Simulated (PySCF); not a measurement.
# C2H5F3Ge (GeEtF3): the cost of one run

Programs: PySCF 2.14.0, with density-fitted response routines of our own. Each step states its level of theory. These are calculated values for one molecule in the gas phase, unless marked as measured. Atoms are numbered from 0 throughout.

### 1 Starting geometry

11 atoms, charge 0, multiplicity 1; geometry from: GFN2-xTB. The atoms were then displaced at random by about 0.03 Å, so the start is not that level's minimum.

Bonds of the start (Å): Ge0–C1 1.99, Ge0–F8 1.65, Ge0–F9 1.81, Ge0–F10 1.72, C1–C2 1.49, C1–H3 1.12, C1–H4 1.07, C2–H5 1.11, C2–H6 1.17, C2–H7 1.07.

### 2 Optimising the geometry at PBE0-D3(BJ)/def2-SVP

Job settings and geometry (Å):

```
{"job": {"xc": "PBE0", "basis": "def2-SVP", "d3": "d3bj", "grid": 1, "maxiter": 40, "shake": 0.03, "kind": "geom"}, "charge": 0, "multiplicity": 1}
Ge    -0.253620    -0.508950    -1.349650
C     -0.304780    -0.420330     0.634520
C      0.477360     0.737800     1.163710
H      0.212180    -1.363160     0.945640
H     -1.334970    -0.360160     0.930990
H      0.511790     0.727620     2.270060
H      1.599440     0.670910     0.854240
H      0.181500     1.718040     0.849390
F      1.229400    -0.422600    -2.076550
F     -1.081020     0.915610    -2.098360
F     -1.139220    -1.780280    -2.093090
```

On the command line:

```console
$ OMP_NUM_THREADS=1 python probes_run.py task.json out
```

This one command runs all jobs of the session in turn.

**Question.** How long does this first job take on 1 thread of Intel Xeon at 2.50GHz, shared host, and how much memory does it need?

About 2.2 min, with a peak of 0.52 GiB.
